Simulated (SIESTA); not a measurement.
Runs of SIESTA 5.4.2 on Sn3Se. It takes space group Pm-3m (No. 221, cubic). The conventional cell has a = 4.742 Å, b = 4.742 Å, c = 4.742 Å, α = 90.00°, β = 90.00°, γ = 90.00°. Sn (site symmetry 4/mmm) has 8 Sn at 3.35 Å and 4 Se at 3.35 Å as nearest neighbours. Se (site symmetry m-3m) has 12 Sn at 3.35 Å as nearest neighbours. The cell comes from a database or a generator and needn't be the stable form of this composition.

```csv
task,level,potentials or basis,cell,k mesh,force tolerance,gap on the mesh (eV),pressure (GPa),V0 of scaled cells (Å³/atom),B0 (GPa)
band structure,PBEsol,"PseudoDojo 0.4 standard (PBEsol files), DZP (energy shift 0.003 Ry; two zetas on semicore shells)",as given,6 × 6 × 6,-,none,-1.7,-,-
equation of state,PBEsol,"PseudoDojo 0.4 standard (PBEsol files), DZP (energy shift 0.003 Ry; two zetas on semicore shells)",as given,6 × 6 × 6,-,-,-,(a),57
equation of state,PBE,"PseudoDojo 0.4 standard (PBE files), DZP (energy shift 0.003 Ry; two zetas on semicore shells)",as given,6 × 6 × 6,-,-,-,(b),44
relaxation of cell and atoms,PBEsol,"PseudoDojo 0.4 standard (PBEsol files), DZP (energy shift 0.003 Ry; two zetas on semicore shells)",relaxed,4 × 4 × 4,0.01 eV/Å,none,-0.1,-,-
band structure,PBE,"PseudoDojo 0.4 standard (PBE files), DZP (energy shift 0.003 Ry; two zetas on semicore shells)",as given,6 × 6 × 6,-,none,1.1,-,-
```

Alike in all rows: no spin polarisation; smearing fermi-dirac 0.05 eV; grid cutoff 500 Ry; energy shift 0.003 Ry.

**Question.** Estimate the missing entries.

**Answer.** (a) 25.71; (b) 27.21.

Caveats: the basis of atomic orbitals isn't converged, which shifts pressures, moduli and gaps.

A k mesh can miss the band edges, and the runs leave out spin-orbit coupling on Se, Sn.

A gap of «none» marks a metal or a gap under the smearing width.

Not every run made on this cell is shown here.
